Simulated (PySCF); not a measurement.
# C3H9ClSi2: the cost of one run

The runs use PySCF 2.14.0, with density-fitted response routines of our own; the level of theory stands in each step. All values are computed, except where a source is named. Atoms count from 0, in the outputs and in this text.

## Step 1: The starting structure

15 atoms, charge 0, multiplicity 1; geometry from: GFN2-xTB. The atoms were then displaced at random by about 0.01 Å, so the start is not that level's minimum.

Bonds of the start (Å): Si0–C1 1.91, C1–C2 1.34, C2–Si3 1.83, Si3–C4 1.92, C4–Cl5 1.80, Si0–H6 1.44, Si0–H7 1.49, Si0–H8 1.48, C1–H9 1.09, C2–H10 1.09, Si3–H11 1.48, Si3–H12 1.49, C4–H13 1.10, C4–H14 1.08.

## Step 2: Relaxing the molecule at PBE0-D3(BJ)/def2-SVP

The job: settings as JSON, then the geometry in Å.

```
{"job": {"xc": "PBE0", "basis": "def2-SVP", "d3": "d3bj", "grid": 1, "shake": 0.01, "kind": "geom"}, "charge": 0, "multiplicity": 1}
Si     2.905130     0.275860    -0.424270
C      1.000480     0.220890    -0.315620
C      0.259290    -0.893300    -0.273370
Si    -1.558380    -1.003690    -0.114390
C     -2.382820     0.727070    -0.249510
Cl    -1.937810     1.721260     1.183070
H      3.422890    -1.042980    -0.676650
H      3.267340     1.201250    -1.534940
H      3.415640     0.833530     0.849750
H      0.484990     1.173720    -0.254000
H      0.795350    -1.842930    -0.298710
H     -1.972790    -1.581000     1.186320
H     -2.179170    -1.780300    -1.230050
H     -3.483160     0.697050    -0.246360
H     -2.052310     1.276200    -1.114180
```

Command:

```console
$ OMP_NUM_THREADS=1 python probes_run.py task.json out
```

This one command runs all jobs of the session in turn.

Q: Estimate the wall time and peak memory of this first job on 1 thread of AMD EPYC, shared host.

About 2.5 min, with a peak of 0.57 GiB.
